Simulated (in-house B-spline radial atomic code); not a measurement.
# Excited states and polarisability of Ba⁸⁺ by several methods

How far do the methods of linear response differ for Ba⁸⁺? Each gives excitation energies, polarisability and C6.

The numbers are computed with in-house B-spline radial atomic code version 1 (linear response of a closed shell, each method with its own adiabatic kernel; non-relativistic; B-spline basis; no spin-orbit coupling, no double excitations; only terms of natural parity, (−1)^L, with L up to 3 are computed), except any that are marked as measured or tabulated.

## Step 1: Starting point

```
element       : barium (Z = 56)
charge        : +8
configuration : [Kr] 4d10 5s2
runs          : TDHF; BSE on G0W0@HF; LDA (VWN5); PBE; PBE0; B3LYP; CAM-B3LYP; LC-ωPBE; ωB97X; HSE06; BHandHLYP; BLYP; PBEsol; BP86; exchange-only LDA; B97-1; RPBE; OLYP
```

Outer shells as boxes (Hund's rule):

Ba⁸⁺
```
[Kr] core
4d [↑↓][↑↓][↑↓][↑↓][↑↓]
5s [↑↓]
```

## Step 2: TDHF

The run's settings:

```ini
Z = 56
electrons = 48.0
configuration = [Kr] 4d10 5s2
hamiltonian = nr
method = hf
box_radius = 11.59
intervals = 54
```

Launch:

```
$ python run_td.py task.json out
```

One command runs all members of the session, one after another, from task.json.

## Step 3: BSE on G0W0@HF

Changes to the settings of step 2:

```diff
@@ -4,3 +4,3 @@
 hamiltonian = nr
-method = hf
+method = bse
 box_radius = 11.59
```

## Step 4: LDA (VWN5)

Changes to the settings of step 3:

```diff
@@ -4,3 +4,3 @@
 hamiltonian = nr
-method = bse
+method = lda,vwn
 box_radius = 11.59
```

## Step 5: PBE

Changes to the settings of step 4:

```diff
@@ -4,3 +4,3 @@
 hamiltonian = nr
-method = lda,vwn
+method = pbe,pbe
 box_radius = 11.59
```

## Step 6: PBE0

Changes to the settings of step 5:

```diff
@@ -4,3 +4,3 @@
 hamiltonian = nr
-method = pbe,pbe
+method = pbe0
 box_radius = 11.59
```

## Step 7: B3LYP

Changes to the settings of step 6:

```diff
@@ -4,3 +4,3 @@
 hamiltonian = nr
-method = pbe0
+method = b3lyp
 box_radius = 11.59
```

## Step 8: CAM-B3LYP

Changes to the settings of step 7:

```diff
@@ -4,3 +4,3 @@
 hamiltonian = nr
-method = b3lyp
+method = camb3lyp
 box_radius = 11.59
```

## Step 9: LC-ωPBE

Changes to the settings of step 8:

```diff
@@ -4,3 +4,3 @@
 hamiltonian = nr
-method = camb3lyp
+method = lc_wpbe
 box_radius = 11.59
```

## Step 10: ωB97X

Changes to the settings of step 9:

```diff
@@ -4,3 +4,3 @@
 hamiltonian = nr
-method = lc_wpbe
+method = wb97x
 box_radius = 11.59
```

## Step 11: HSE06

Changes to the settings of step 10:

```diff
@@ -4,3 +4,3 @@
 hamiltonian = nr
-method = wb97x
+method = hse06
 box_radius = 11.59
```

## Step 12: BHandHLYP

Changes to the settings of step 11:

```diff
@@ -4,3 +4,3 @@
 hamiltonian = nr
-method = hse06
+method = bhandhlyp
 box_radius = 11.59
```

## Step 13: BLYP

Changes to the settings of step 12:

```diff
@@ -4,3 +4,3 @@
 hamiltonian = nr
-method = bhandhlyp
+method = b88,lyp
 box_radius = 11.59
```

## Step 14: PBEsol

Changes to the settings of step 13:

```diff
@@ -4,3 +4,3 @@
 hamiltonian = nr
-method = b88,lyp
+method = pbesol
 box_radius = 11.59
```

## Step 15: BP86

Changes to the settings of step 14:

```diff
@@ -4,3 +4,3 @@
 hamiltonian = nr
-method = pbesol
+method = b88,p86
 box_radius = 11.59
```

## Step 16: exchange-only LDA

Changes to the settings of step 15:

```diff
@@ -4,3 +4,3 @@
 hamiltonian = nr
-method = b88,p86
+method = lda,
 box_radius = 11.59
```

## Step 17: B97-1

Changes to the settings of step 16:

```diff
@@ -4,3 +4,3 @@
 hamiltonian = nr
-method = lda,
+method = b97_1
 box_radius = 11.59
```

## Step 18: RPBE

Changes to the settings of step 17:

```diff
@@ -4,3 +4,3 @@
 hamiltonian = nr
-method = b97_1
+method = rpbe,pbe
 box_radius = 11.59
```

## Step 19: OLYP

Changes to the settings of step 18:

```diff
@@ -4,3 +4,3 @@
 hamiltonian = nr
-method = rpbe,pbe
+method = optx,lyp
 box_radius = 11.59
```

Q: Predict the outcome of this session. Wanted: for each run, threshold; 5s→5p ¹P; 5s→5p ³P, Tamm-Dancoff; α; C6.

As calculated:

| run | threshold (eV) | 5s→5p ¹P (eV) | 5s→5p ³P, Tamm-Dancoff (eV) | α (bohr³) | C6 (hartree bohr⁶) | time |
| --- | --- | --- | --- | --- | --- | --- |
| TDHF | 124.23 | 17.404 | 11.864 | 4.153 | 11.16 | 2.5 s |
| BSE on G0W0@HF | 126.77 | 18.448 | 13.142 | 3.721 | 9.719 | 3.1 s |
| LDA (VWN5) | 120.80 | 18.790 | 14.082 | 3.582 | 9.376 | 1.8 s |
| PBE | 120.15 | 18.679 | 13.885 | 3.630 | 9.532 | 2.1 s |
| PBE0 | 121.44 | 18.303 | 13.434 | 3.770 | 9.953 | 2.8 s |
| B3LYP | 121.54 | 18.591 | 13.540 | 3.666 | 9.637 | 2.8 s |
| CAM-B3LYP | 123.36 | 18.540 | 13.472 | 3.679 | 9.674 | 3.5 s |
| LC-ωPBE | 124.72 | 18.121 | 13.237 | 3.806 | 10.05 | 3.1 s |
| ωB97X | 124.32 | 18.109 | 13.987 | 3.821 | 10.09 | 3.5 s |
| HSE06 | 121.15 | 18.232 | 13.364 | 3.792 | 10.02 | 3.4 s |
| BHandHLYP | 122.86 | 18.224 | 13.019 | 3.809 | 10.07 | 3 s |
| BLYP | 120.33 | 18.871 | 13.790 | 3.566 | 9.340 | 2.2 s |
| PBEsol | 120.21 | 18.526 | 13.699 | 3.678 | 9.674 | 2.1 s |
| BP86 | 120.38 | 18.521 | 13.728 | 3.681 | 9.684 | 2.1 s |
| exchange-only LDA | 119.17 | 18.797 | 13.499 | 3.584 | 9.403 | 1.9 s |
| B97-1 | 121.16 | 18.382 | 14.031 | 3.742 | 9.871 | 2.9 s |
| RPBE | 119.84 | 18.492 | 13.651 | 3.698 | 9.739 | 2.1 s |
| OLYP | 119.69 | 18.313 | 13.059 | 3.760 | 9.905 | 2.1 s |

α runs from 3.57 (BLYP) to 4.15 bohr³ (TDHF). The semilocal functionals put the threshold at 119.17 to 120.80 eV, under Hartree-Fock's 124.23 eV, through self-interaction. In this BSE only levels near the gap carry their own quasi-particle shift; deeper ones move rigidly and higher empty ones not at all. The dearest run, CAM-B3LYP, took 1.9 times as long as LDA (VWN5). Relativity is absent, so for an element this heavy the values are those of a model, not of the real ion.
